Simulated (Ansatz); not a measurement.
# MnPt: further runs on the relaxed cell

The task, for MnPt: fit an equation of state.

Computed with Ansatz 0.2.0 (DFT PBEsol, scalar-relativistic, plane waves, PAW, unless a step's input says otherwise).

1 further run of the same task is left out (set aside as unsound or not needed).

**1. The starting structure**

Symmetry: P4/mmm, No. 123, tetragonal system. The conventional cell has a = 2.876 Å, b = 2.876 Å, c = 3.488 Å, α = 90.00°, β = 90.00°, γ = 90.00°. Mn (site symmetry 4/mmm) is surrounded by 8 Pt at 2.68 Å and 4 Mn at 2.88 Å. Pt (site symmetry 4/mmm) has 8 Mn at 2.68 Å and 4 Pt at 2.88 Å as nearest neighbours.

As a file:

```
Mn Pt
1.0
     2.87608    0.00000    0.00000
     0.00000    2.87608    0.00000
     0.00000    0.00000    3.48793
Mn Pt
1 1
Direct
  0.00000 0.00000 0.00000
  0.50000 0.50000 0.50000
```

It is the result of an earlier relaxation at this level (volume 14.43 Å³/atom; gap on the mesh: none (metal), site moments up to 3.7 μB).

**2. Point at V/V0 = 0.97**

input.yaml reads:

```yaml
crystal:
  lattice:
    - [2.8470251519, 0.0, 0.0]
    - [0.0, 2.8470251519, 0.0]
    - [0.0, 0.0, 3.452696455]
  atoms:
    - { symbol: Mn, position: [0.0, 0.0, 0.0], spin: 4.12 }
    - { symbol: Pt, position: [0.5, 0.5, 0.5], spin: 0.48 }
basis:
  ecutwfc: 420
kpoints:
  mp_grid: { grid: [14, 14, 12] }
hamiltonian:
  xc: pbesol
scf:
  occupations: { method: gaussian, width: 0.1 }
output:
  forces: true
  stress: true
  eigenvalues: true
  populations: true
magnetization:
  spin_polarized: true
relax:
  adjacent_minimum: "off"
  f_tol: 0.01
  max_steps: 30
  cell: { stress_tol: 0.1, fix: [volume] }
```

The run is started by

```
$ ansatz run input.yaml --threads 1 --pin off --max-ram 2560MiB --backend cpu --events-out ev --progress --plain --runs-dir out
```

**3. Volume × 1.03**

Edit input.yaml of step 2 so:

```diff
@@ -2,5 +2,5 @@
   lattice:
-    - [2.8470251519, 0.0, 0.0]
-    - [0.0, 2.8470251519, 0.0]
-    - [0.0, 0.0, 3.452696455]
+    - [2.9045563117, 0.0, 0.0]
+    - [0.0, 2.9045563117, 0.0]
+    - [0.0, 0.0, 3.5224666963]
   atoms:
```

**4. Point at V/V0 = 0.94**

Edit input.yaml of step 3 so:

```diff
@@ -2,5 +2,5 @@
   lattice:
-    - [2.9045563117, 0.0, 0.0]
-    - [0.0, 2.9045563117, 0.0]
-    - [0.0, 0.0, 3.5224666963]
+    - [2.8068602595, 0.0, 0.0]
+    - [0.0, 2.8068602595, 0.0]
+    - [0.0, 0.0, 3.4423541033]
   atoms:
```

**5. Volume × 1.06**

Edit input.yaml of step 4 so:

```diff
@@ -2,5 +2,5 @@
   lattice:
-    - [2.8068602595, 0.0, 0.0]
-    - [0.0, 2.8068602595, 0.0]
-    - [0.0, 0.0, 3.4423541033]
+    - [2.9406981723, 0.0, 0.0]
+    - [0.0, 2.9406981723, 0.0]
+    - [0.0, 0.0, 3.5365046581]
   atoms:
```

**6. The cell scaled to 0.91 of its volume**

Edit input.yaml of step 5 so:

```diff
@@ -2,5 +2,5 @@
   lattice:
-    - [2.9406981723, 0.0, 0.0]
-    - [0.0, 2.9406981723, 0.0]
-    - [0.0, 0.0, 3.5365046581]
+    - [2.7592429085, 0.0, 0.0]
+    - [0.0, 2.7592429085, 0.0]
+    - [0.0, 0.0, 3.4485044811]
   atoms:
```

**7. Point at V/V0 = 1.10**

Edit input.yaml of step 6 so:

```diff
@@ -2,5 +2,5 @@
   lattice:
-    - [2.7592429085, 0.0, 0.0]
-    - [0.0, 2.7592429085, 0.0]
-    - [0.0, 0.0, 3.4485044811]
+    - [2.9799777843, 0.0, 0.0]
+    - [0.0, 2.9799777843, 0.0]
+    - [0.0, 0.0, 3.5738465783]
   atoms:
```

**8. Volume × 0.88**

Edit input.yaml of step 7 so:

```diff
@@ -2,5 +2,5 @@
   lattice:
-    - [2.9799777843, 0.0, 0.0]
-    - [0.0, 2.9799777843, 0.0]
-    - [0.0, 0.0, 3.5738465783]
+    - [2.692458617, 0.0, 0.0]
+    - [0.0, 2.692458617, 0.0]
+    - [0.0, 0.0, 3.5023042468]
   atoms:
@@ -21,2 +21,6 @@
   populations: true
+  write_density: true
+  write_potential: true
+  elf: true
+  volumetric_format: npy
 magnetization:
```

(Steps that only read results are left out.)

Before running it: what results should come out? Wanted: equation of state.

As calculated:

```
         quantity         value
equation of state  no sound fit
```

**Reading.** A single Birch-Murnaghan curve does not pin these points down (rms 2.57 meV/atom, B' -3.7), so no bulk modulus is given. Spin-orbit coupling is left out for Pt.
